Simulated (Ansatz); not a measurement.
# CHBFNO (SMILES O=C=NBF): energies and forces away from the minimum, part 1 of 2

How good are functionals off equilibrium? 2 randomly displaced structures are computed with CCSD(T) and cheaper methods.

The runs use Ansatz 0.2.0, Gaussian basis; single points with forces in def2-TZVPP.

Levels: PBE-D4, r2SCAN-D4, PBE0-D4, wB97M-V, Hartree-Fock, MP2, CCSD, CCSD(T). Each coordinate is moved by a Gaussian draw of the width named (0.7 of it for atoms other than hydrogen): 0.02, 0.02 Å.

Cores are frozen in the correlated methods.

22 further runs of the same task are left out: 22 set aside as unsound or not needed.

**1. Starting geometry**

The minimum, relaxed at PBE0-D4: SMILES `O=C=NBF`, 6 atoms, charge 0, spin multiplicity 1.

Atoms are counted from 1 here; the program's logs count them from 0.

Bond lengths: O1–C2 1.158 Å, C2–N3 1.203 Å, N3–B4 1.416 Å, B4–F5 1.318 Å, B4–H6 1.193 Å. Angles: O1–C2–N3 175.6°, C2–N3–B4 144.6°, N3–B4–F5 118.1°, N3–B4–H6 122.6°, F5–B4–H6 119.2°.

Coordinates:

```xyz
6

O     0.76289   -2.23194    1.10151
C     0.52030   -1.29185    0.47010
N     0.32144   -0.35151   -0.25323
B    -0.34274    0.89389   -0.37147
F    -0.19912    1.57084   -1.49302
H    -1.02077    1.34657    0.50000
```

Energies of the minimum (eV), from earlier single points: PBE-D4 -7980.66382, r2SCAN-D4 -7985.36380, PBE0-D4 -7980.59419, B3LYP-D4 -7989.53938, wB97M-V -7987.04810, CCSD(T) -7974.63712.

**2. Structure 1, width 0.02 Å**

File pbe-tzvpp/in.yaml:

```yaml
crystal:
  periodic: [false, false, false]
  atoms:
    - {symbol: O, position_ang: [0.785927, -2.211800, 1.098368]}
    - {symbol: C, position_ang: [0.512968, -1.307030, 0.459784]}
    - {symbol: N, position_ang: [0.311259, -0.340747, -0.252896]}
    - {symbol: B, position_ang: [-0.329516, 0.887894, -0.367097]}
    - {symbol: F, position_ang: [-0.194617, 1.574119, -1.509994]}
    - {symbol: H, position_ang: [-1.042114, 1.379751, 0.518901]}
basis:
  gaussian: {orbitals: def2-TZVPP}
hamiltonian: {xc: pbe, dispersion: d4}
output: {forces: true}
```

r2scan-tzvpp/in.yaml differs from pbe-tzvpp/in.yaml so:

```diff
-hamiltonian: {xc: pbe, dispersion: d4}
+hamiltonian: {xc: r2scan, dispersion: d4}
```

pbe0-tzvpp/in.yaml:

```diff
-hamiltonian: {xc: pbe, dispersion: d4}
-output: {forces: true}
+hamiltonian: {xc: pbe0, dispersion: d4}
+output: {forces: true, orbitals: {seedname: orbitals}}
```

wb97mv-tzvpp/in.yaml:

```diff
-hamiltonian: {xc: pbe, dispersion: d4}
+hamiltonian: {xc: {name: wB97M-V}}
```

ccsdt-tzvpp/in.yaml:

```diff
-hamiltonian: {xc: pbe, dispersion: d4}
+correlation: {method: ccsd_t}
```

One command serves all of them, each in its own folder.

Run with:

```console
$ ansatz run in.yaml --threads 4 --pin off --events-out ev --progress --plain --max-ram 8704MiB
```

Log of pbe-tzvpp:

```text
Functional definition: PBE
  name "PBE"
  cite "Perdew, Burke & Ernzerhof, Phys. Rev. Lett. 77, 3865 (1996) doi:10.1103/PhysRevLett.77.3865"
  parent pbe
  parameter kappa = 0.804
  parameter beta = 0.06672455060314922
  exchange = pbe_x(kappa = kappa, mu = beta*pi^2/3)
  correlation = pbe_c(beta = beta)
870 factors; their error is unknown
mean field evaluation 1: about -7972.3816 eV, gradient 6.9e1 eV
mean field evaluation 2: about -7954.4284 eV, gradient 1.1e2 eV
mean field evaluation 4: about -7980.0320 eV, gradient 1.7e1 eV
mean field evaluation 8: about -7980.5129 eV, gradient 1.4e-1 eV
mean field evaluation 16: about -7980.5048 eV, gradient 3.0e-4 eV
mean field -7980.50482578 eV, -293.2781429670 hartree, gradient 9.2e-6 eV, S^2 0.000000; 0 other end points of the search recorded, 0 dependent functions left out
the calculation of the forces begins
reference -7980.50486282 eV, -293.2781443281 hartree; 18, 18 occupied and 151, 151 virtual orbitals, 870 factors
Total energy: -7980.59445216 eV, -293.2814366757 hartree
Atom 0 at     0.785927    -2.211800     1.098368 Å, force     0.683161    -2.760469     1.710122 eV/Å
Atom 1 at     0.512968    -1.307030     0.459784 Å, force    -0.594900     2.931055    -1.612895 eV/Å
Atom 2 at     0.311259    -0.340747    -0.252896 Å, force     0.421737    -1.082474     0.049287 eV/Å
Atom 3 at    -0.329516     0.887894    -0.367097 Å, force    -1.018119     1.295950     0.222588 eV/Å
Atom 4 at    -0.194617     1.574119    -1.509994 Å, force     0.018859    -0.055084     0.148698 eV/Å
Atom 5 at    -1.042114     1.379751     0.518901 Å, force     0.489263    -0.328977    -0.517802 eV/Å
Dipole moment:    -0.051078    -0.046018     0.144487 e Å
```

r2scan-tzvpp printed:

```text
Functional definition: r2SCAN
  name "r2SCAN"
  cite "Furness, Kaplan, Ning, Perdew & Sun, J. Phys. Chem. Lett. 11, 8208 (2020) doi:10.1021/acs.jpclett.0c02405"
  cite "Furness, Kaplan, Ning, Perdew & Sun, J. Phys. Chem. Lett. 11, 9248 (2020) doi:10.1021/acs.jpclett.0c03077"
  parent r2scan
  parameter k0 = 0.174
  parameter k1 = 0.065
  parameter a1 = 4.9479
  exchange = r2scan_x(k0 = k0, k1 = k1, a1 = a1)
  correlation = r2scan_c
870 factors; their error is unknown
mean field evaluation 1: about -7978.5821 eV, gradient 6.4e1 eV
mean field evaluation 2: about -7968.0683 eV, gradient 9.4e1 eV
mean field evaluation 4: about -7985.0045 eV, gradient 1.2e1 eV
mean field evaluation 8: about -7985.2718 eV, gradient 2.1e-1 eV
mean field evaluation 16: about -7985.2636 eV, gradient 2.3e-4 eV
mean field -7985.26357590 eV, -293.4530238081 hartree, gradient 6.2e-5 eV, S^2 0.000000; 0 other end points of the search recorded, 0 dependent functions left out
the calculation of the forces begins
reference -7985.26358598 eV, -293.4530241787 hartree; 18, 18 occupied and 151, 151 virtual orbitals, 870 factors
Total energy: -7985.28555978 eV, -293.4538317010 hartree
Atom 0 at     0.785927    -2.211800     1.098368 Å, force     0.440490    -1.958422     1.122915 eV/Å
Atom 1 at     0.512968    -1.307030     0.459784 Å, force    -0.509391     2.784392    -1.449682 eV/Å
Atom 2 at     0.311259    -0.340747    -0.252896 Å, force     0.505619    -1.535638     0.394872 eV/Å
Atom 3 at    -0.329516     0.887894    -0.367097 Å, force    -1.029072     1.420842     0.059497 eV/Å
Atom 4 at    -0.194617     1.574119    -1.509994 Å, force    -0.010626    -0.310708     0.534840 eV/Å
Atom 5 at    -1.042114     1.379751     0.518901 Å, force     0.602982    -0.400466    -0.662443 eV/Å
Dipole moment:    -0.059341    -0.039010     0.152354 e Å
```

Log of pbe0-tzvpp:

```text
Functional definition: PBE0
  name "PBE0"
  cite "Adamo & Barone, J. Chem. Phys. 110, 6158 (1999) doi:10.1063/1.478522"
[... 2 set-up lines as earlier in the session ...]
  parameter a = 0.25
[... 2 set-up lines as earlier in the session ...]
  exchange = (1 - a)*pbe_x(kappa = kappa, mu = beta*pi^2/3) + a*exact_x
[... 1 set-up line as earlier in the session ...]
870 factors; their error is unknown
mean field evaluation 1: about -7975.1207 eV, gradient 5.8e1 eV
mean field evaluation 2: about -7970.4771 eV, gradient 7.6e1 eV
mean field evaluation 4: about -7980.3592 eV, gradient 5.7e0 eV
mean field evaluation 8: about -7980.4455 eV, gradient 3.1e-1 eV
mean field evaluation 16: about -7980.4456 eV, gradient 1.2e-5 eV
mean field -7980.44563249 eV, -293.2759676536 hartree, gradient 1.2e-5 eV, S^2 0.000000; 0 other end points of the search recorded, 0 dependent functions left out
the calculation of the forces begins
reference -7980.44565946 eV, -293.2759686449 hartree; 18, 18 occupied and 151, 151 virtual orbitals, 870 factors
Total energy: -7980.52023071 eV, -293.2787090875 hartree
Atom 0 at     0.785927    -2.211800     1.098368 Å, force     0.287715    -1.506088     0.822445 eV/Å
Atom 1 at     0.512968    -1.307030     0.459784 Å, force    -0.390052     2.585396    -1.361144 eV/Å
Atom 2 at     0.311259    -0.340747    -0.252896 Å, force     0.492048    -1.709400     0.608692 eV/Å
Atom 3 at    -0.329516     0.887894    -0.367097 Å, force    -0.960102     1.427274    -0.093805 eV/Å
Atom 4 at    -0.194617     1.574119    -1.509994 Å, force    -0.030487    -0.397109     0.682960 eV/Å
Atom 5 at    -1.042114     1.379751     0.518901 Å, force     0.600877    -0.400072    -0.659148 eV/Å
Dipole moment:    -0.067601    -0.035562     0.163427 e Å
```

Log of wb97mv-tzvpp:

```text
Functional definition: wB97M-V
  name "wB97M-V"
  cite "Mardirossian & Head-Gordon, J. Chem. Phys. 144, 214110 (2016) doi:10.1063/1.4952647"
  cite "Becke, J. Chem. Phys. 107, 8554 (1997) doi:10.1063/1.475007"
  cite "Vydrov & Van Voorhis, J. Chem. Phys. 133, 244103 (2010) doi:10.1063/1.3521275"
  # Of w^i u^j: cxij and so on, Table III.
  parameter omega = 0.3/bohr
  parameter cx = 0.15
  parameter cx01 = 1.007
  parameter cx10 = 0.259
  parameter css00 = 0.443
  parameter css04 = -1.437
  parameter css10 = -4.535
  parameter css20 = -3.390
  parameter css43 = 4.278
  parameter cos00 = 1.000
  parameter cos10 = 1.358
  parameter cos20 = 2.924
  parameter cos21 = -8.812
  parameter cos60 = -1.390
  parameter cos61 = 9.142
  parameter b = 6.0
  parameter c = 0.01
  gx(w, u) = 1 - cx + cx01*u + cx10*w
  gss(w, u) = css00 + css04*u^4 + css10*w + css20*w^2 + css43*w^4*u^3
  gos(w, u) = cos00 + cos10*w + (cos20 + cos21*u)*w^2 + (cos60 + cos61*u)*w^6
  exchange = spin_sum(e_x_unif_sr(omega)*gx(b97_w, b97_u_x)) + cx*exact_x_sr(omega) + exact_x_lr(omega)
  correlation = spin_sum(e_c_pw_mod_same_spin*gss(b97_w, b97_u_same))
      + integral(e_c_pw_mod_opposite_spin*gos(b97_w_opposite, b97_u_opposite)) + vv10(b, c)
870 factors; their error is unknown
190 factors; integrals over basis functions are off by at most 9.3e-6 eV
mean field evaluation 1: about -7982.2571 eV, gradient 5.4e1 eV
mean field evaluation 2: about -7982.2606 eV, gradient 5.7e1 eV
mean field evaluation 4: about -7986.9427 eV, gradient 2.3e0 eV
mean field evaluation 8: about -7986.9556 eV, gradient 4.6e-2 eV
mean field evaluation 16: about -7986.9696 eV, gradient 1.1e-4 eV
mean field -7986.96958146 eV, -293.5157183563 hartree, gradient 5.3e-5 eV, S^2 0.000000; 0 other end points of the search recorded, 0 dependent functions left out
the calculation of the forces begins
reference -7986.96962325 eV, -293.5157198921 hartree; 18, 18 occupied and 151, 151 virtual orbitals, 870 factors
Total energy: -7986.96962325 eV, -293.5157198921 hartree
Atom 0 at     0.785927    -2.211800     1.098368 Å, force     0.292671    -1.540487     0.858050 eV/Å
Atom 1 at     0.512968    -1.307030     0.459784 Å, force    -0.381021     2.512379    -1.299049 eV/Å
Atom 2 at     0.311259    -0.340747    -0.252896 Å, force     0.553359    -1.726266     0.499593 eV/Å
Atom 3 at    -0.329516     0.887894    -0.367097 Å, force    -1.121060     1.482911     0.184652 eV/Å
Atom 4 at    -0.194617     1.574119    -1.509994 Å, force    -0.015690    -0.286070     0.512080 eV/Å
Atom 5 at    -1.042114     1.379751     0.518901 Å, force     0.671741    -0.442467    -0.755327 eV/Å
Dipole moment:    -0.066902    -0.038473     0.164667 e Å
```

Output in ccsdt-tzvpp:

```text
Functional definition: HF
  name "HF"
  cite "Fock, Z. Phys. 61, 126 (1930) doi:10.1007/BF01340294"
[... 1 set-up line as earlier in the session ...]
  exchange = exact_x
  correlation = 0
1084 factors; integrals over basis functions are off by at most 1.1e-3 eV
mean field evaluation 1: about -7945.2805 eV, gradient 4.3e1 eV
mean field evaluation 2: about -7945.5083 eV, gradient 4.3e1 eV
mean field evaluation 4: about -7948.8248 eV, gradient 3.4e0 eV
mean field evaluation 8: about -7948.8704 eV, gradient 3.4e-1 eV
mean field evaluation 16: about -7945.2811 eV, gradient 4.3e1 eV
mean field -7948.87070525 eV, -292.1156104799 hartree, gradient 2.8e-6 eV, S^2 0.000000; 0 other end points of the search recorded, 0 dependent functions left out
5 core orbitals not correlated: weight in the atoms' cores, before any rotation towards them, 1.000 or more for the frozen orbitals, at most 0.000 for the correlated occupied ones
reference -7948.87070525 eV, -292.1156104799 hartree; 13, 13 occupied and 151, 151 virtual orbitals, 1084 factors
second order -24.56652020 eV of doubles, -0.00000000 eV of singles
cycle   1  -23.82940667 eV  change    7.4e-1 eV  update   1.3e-1
cycle   2  -24.48044149 eV  change   -6.5e-1 eV  update   4.3e-2
cycle   3  -24.63438428 eV  change   -1.5e-1 eV  update   1.9e-2
cycle   4  -24.61341322 eV  change    2.1e-2 eV  update   4.6e-3
cycle   5  -24.60909867 eV  change    4.3e-3 eV  update   1.9e-3
cycle   6  -24.61026577 eV  change   -1.2e-3 eV  update   6.8e-4
cycle   7  -24.61019485 eV  change    7.1e-5 eV  update   2.6e-4
cycle   8  -24.60999109 eV  change    2.0e-4 eV  update   1.0e-4
cycle   9  -24.61002241 eV  change   -3.1e-5 eV  update   4.7e-5
cycle  10  -24.61006994 eV  change   -4.8e-5 eV  update   2.0e-5
cycle  11  -24.61003413 eV  change    3.6e-5 eV  update   8.0e-6
cycle  12  -24.61004561 eV  change   -1.1e-5 eV  update   3.3e-6
perturbative correction -1.06807386 eV, -0.0392509904 hartree
the calculation of the forces begins
working
Total energy: -7974.54882472 eV, -293.0592639651 hartree
Atom 0 at     0.785927    -2.211800     1.098368 Å, force     0.529690    -2.279490     1.353514 eV/Å
Atom 1 at     0.512968    -1.307030     0.459784 Å, force    -0.537368     2.757754    -1.390509 eV/Å
Atom 2 at     0.311259    -0.340747    -0.252896 Å, force     0.570838    -1.416876     0.116230 eV/Å
Atom 3 at    -0.329516     0.887894    -0.367097 Å, force    -1.195564     1.661049     0.112139 eV/Å
Atom 4 at    -0.194617     1.574119    -1.509994 Å, force    -0.016432    -0.287344     0.521068 eV/Å
Atom 5 at    -1.042114     1.379751     0.518901 Å, force     0.648836    -0.435093    -0.712443 eV/Å
Dipole moment:    -0.070129    -0.034248     0.169527 e Å
```

They took 1.1 s (pbe-tzvpp), 1.9 s (r2scan-tzvpp), 1.5 s (pbe0-tzvpp), 3.8 s (wb97mv-tzvpp), 2.1 min (ccsdt-tzvpp) on 4 threads of Intel Xeon Platinum 8259CL at 2.50GHz, shared host; peak memory 3 GiB.

```csv
method,RMS force component (eV/Å),RMS error against CCSD(T) (eV/Å),angle to CCSD(T) forces (°),dipole (D)
PBE-D4,1.232,0.241,11.2,0.77
r2SCAN-D4,1.121,0.141,6.3,0.81
PBE0-D4,1.049,0.291,13.3,0.87
wB97M-V,1.052,0.261,11.7,0.87
CCSD(T),1.182,reference,reference,0.90
```

(Continued in part 2 of 2.)
